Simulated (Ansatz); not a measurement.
Hf2Pd2Se2Br2O3:

```
Hf Pd Se Br O
1.0
    -1.89227    2.67212   12.28423
     1.89227   -2.67212   12.28423
     1.89227    2.67212  -12.28423
Hf Pd Se Br O
2 2 2 2 3
Direct
  0.92095 0.92095 0.00000
  0.07905 0.07905 0.00000
  0.68332 0.68332 0.00000
  0.31668 0.31668 0.00000
  0.61777 0.11777 0.50000
  0.38223 0.88223 0.50000
  0.78660 0.78660 0.00000
  0.21340 0.21340 0.00000
  0.90121 0.40121 0.50000
  0.09879 0.59879 0.50000
  0.00000 0.00000 0.00000
```

The cell was built by a generator and needn't be a form met in nature.

| Quantity | Value |
| --- | --- |
| Program | Ansatz 0.2.0 |
| Task | relaxation of cell and atoms |
| Functional | PBEsol |
| Dispersion | D3(BJ) |
| Potentials or basis | Ansatz PAW |
| Cutoff | 420 eV (not typed: the program's choice for these potentials) |
| k mesh | 6 × 6 × 6 |
| Occupations | fermi-dirac, width 0.05 eV |
| Spin | no spin polarisation |

At the start: volume 22.59 Å³/atom.

Task: How do energy, volume and symmetry change on relaxing?

Result: It ends after 12 steps and the volume is 20.78 Å³/atom (-8.0 %); space group Immm (No. 71, to 0.05 Å).

The path:
```tsv
step	energy change (eV)	largest force (eV/Å)	volume (Å³)
1	0.0000	0.3194	248.45
2	-0.2387	0.4627	224.50
3	-0.2940	0.0926	231.28
4	-0.2967	0.1011	231.12
5	-0.3069	0.0582	229.97
6	-0.3121	0.0791	229.00
7	-0.3130	0.0160	228.99
8	-0.3130	0.0081	229.01
9	-0.2992	0.0073	229.01
10	-0.2999	0.0101	228.62
11	-0.3000	0.0079	228.60
12	-0.2994	0.0078	228.60
```

Final structure:
```
Hf Pd Se Br O
1.0
    -1.84895    2.50988   12.31528
     1.84895   -2.50988   12.31528
     1.84895    2.50988  -12.31528
Hf Pd Se Br O
2 2 2 2 3
Cartesian
  0.0000 0.0000 22.7043
  0.0000 0.0000 1.9263
  0.0000 0.0000 16.9119
  0.0000 0.0000 7.7187
  0.0000 2.5099 3.0081
  1.8489 0.0000 9.3072
  0.0000 0.0000 19.3996
  0.0000 0.0000 5.2310
  0.0000 2.5099 9.8404
  1.8489 0.0000 2.4748
  0.0000 0.0000 0.0000
```

Caveat: the plane-wave basis is chosen anew once the cell has moved, so the energies of steps on either side of that aren't comparable; pairwise dispersion overbinds metals, which lowers pressure and volume; the PAW data sets come from PBE, with cores solved anew for the run's functional, which leaves a small shift of forces and pressure.
